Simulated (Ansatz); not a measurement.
# ReB2 (P6_3/mmc): all-electron equation of state in Python

A script is to give an all-electron equation of state; the system is ReB2 (P6_3/mmc).

All numbers are computed with the Python package of Ansatz 0.2.0. Level of theory: DFT PBEsol, all-electron LAPW.

**1. The structure**

Symmetry: P6_3/mmc, No. 194, hexagonal system. The conventional cell has a = 2.900 Å, b = 2.900 Å, c = 7.478 Å, α = 90.00°, β = 90.00°, γ = 120.00°. Re (site symmetry -6m2) has 8 B at 2.23 to 2.26 Å as nearest neighbours. B (site symmetry 3m) is surrounded by 3 B at 1.82 Å and 4 Re at 2.23 to 2.26 Å.

The script holds or builds the structure itself.

**2. The code**

reb2_eos_lapw.py

```python
import ansatz as az
from ase.eos import EquationOfState
from ase.units import GPa
import numpy as np

params = {
    "xc": "pbesol",
    "occupations": "Marzari-Vanderbilt",
    "smearing_width": 0.15,
    "mesh": (11, 11, 4),
}

VECTORS = np.array([
    [2.9, 0.0, 0.0],
    [-1.45, 2.51147367, 0.0],
    [0.0, 0.0, 7.478],
])
SITES = [
    ("Re", [1 / 3, 2 / 3, 0.25]),
    ("Re", [2 / 3, 1 / 3, 0.75]),
    ("B", [1 / 3, 2 / 3, 0.548]),
    ("B", [2 / 3, 1 / 3, 0.048]),
    ("B", [1 / 3, 2 / 3, 0.952]),
    ("B", [2 / 3, 1 / 3, 0.452]),
]


def on_lattice(cell):
    crystal = az.Crystal(lattice=az.Lattice.of(cell))
    for symbol, position in SITES:
        crystal = crystal.atom(symbol, position)
    return crystal

volumes, energies = [], []
for scale in np.linspace(0.92, 1.08, 5):
    cell = VECTORS * scale ** (1 / 3)
    base = (
        on_lattice(cell).calculation()
        .functional(params["xc"])
        .occupations(params["occupations"], width=params["smearing_width"])
        .kpoints(*params["mesh"])
        .pseudopotentials("all_electron", lapw=True)
    )
    report = base.run(threads=1).report
    volumes.append(abs(np.linalg.det(cell)) / len(SITES))
    energies.append(report["free_energy_ev"] / len(SITES))
    print(f"{scale:.3f} {volumes[-1]:9.4f} A^3/atom {energies[-1]:16.5f} eV/atom  (estimated basis error {1000 * report['lapw_basis_errors']['total_ev_per_atom']:.2f} meV/atom)")
v0, e0, bulk = EquationOfState(volumes, energies, eos="birchmurnaghan").fit()
print(f"V0 = {v0:.4f} A^3/atom, B0 = {bulk / GPa:.1f} GPa")
```

**3. Running it**

The run is started by

```console
$ python reb2_eos_lapw.py
```

The program printed:

```text
0.920    8.3512 A^3/atom    -151789.75795 eV/atom  (estimated basis error 0.10 meV/atom)
0.960    8.7143 A^3/atom    -151789.80527 eV/atom  (estimated basis error 0.10 meV/atom)
1.000    9.0774 A^3/atom    -151789.81399 eV/atom  (estimated basis error 0.10 meV/atom)
1.040    9.4405 A^3/atom    -151789.79127 eV/atom  (estimated basis error 0.10 meV/atom)
1.080    9.8036 A^3/atom    -151789.74295 eV/atom  (estimated basis error 0.10 meV/atom)
V0 = 8.9862 A^3/atom, B0 = 359.9 GPa
```

Run time: 6.1 min. Hardware: 1 thread of Arm Neoverse V1, shared host; peak memory 0.87 GiB.

Lines on the test bed's own set-up are left out of the output.

**4. Run by run**

From the records of these 5 runs:

| run | volume (Å³/atom) | energy from run 3 (meV/atom) | SCF cycles | CPU time (s) |
| --- | --- | --- | --- | --- |
| 1 | 8.351 | 56.03 | 10 | 74 |
| 2 | 8.714 | 8.72 | 10 | 74 |
| 3 | 9.077 | 0.00 | 10 | 73 |
| 4 | 9.440 | 22.71 | 10 | 72 |
| 5 | 9.804 | 71.03 | 10 | 71 |

Energies are free energies F = E - TS of the smeared occupations. 

**5. What came out**

```
                      quantity           value
                 runs compared               5
               range of energy  71.03 meV/atom
lowest point, volume (Å³/atom)           9.077
      equilibrium volume (fit)    8.99 Å³/atom
            bulk modulus (fit)         360 GPa
```

What this shows: A third-order Birch-Murnaghan fit through the 5 points has its minimum at 8.99 Å³ an atom, 1.0 % below the typed cell, with a bulk modulus of 360 GPa and dB/dP = 4.1. From that minimum the energy rises by 57.1 meV an atom on the compressed side and 72.1 meV on the expanded side. All-electron totals depend on functional, relativistic treatment and basis; only differences at equal settings carry meaning. Spin is left out of this run. Shape and fractional positions are held along the curve, so the bulk modulus is an upper value where they are free to relax. For a metal this k-point mesh is coarse: on a finer one energies can move by several to tens of meV an atom and pressures by half a GPa or more, differences at one mesh by less. Spin-orbit coupling, which matters for elements this heavy, is left out.
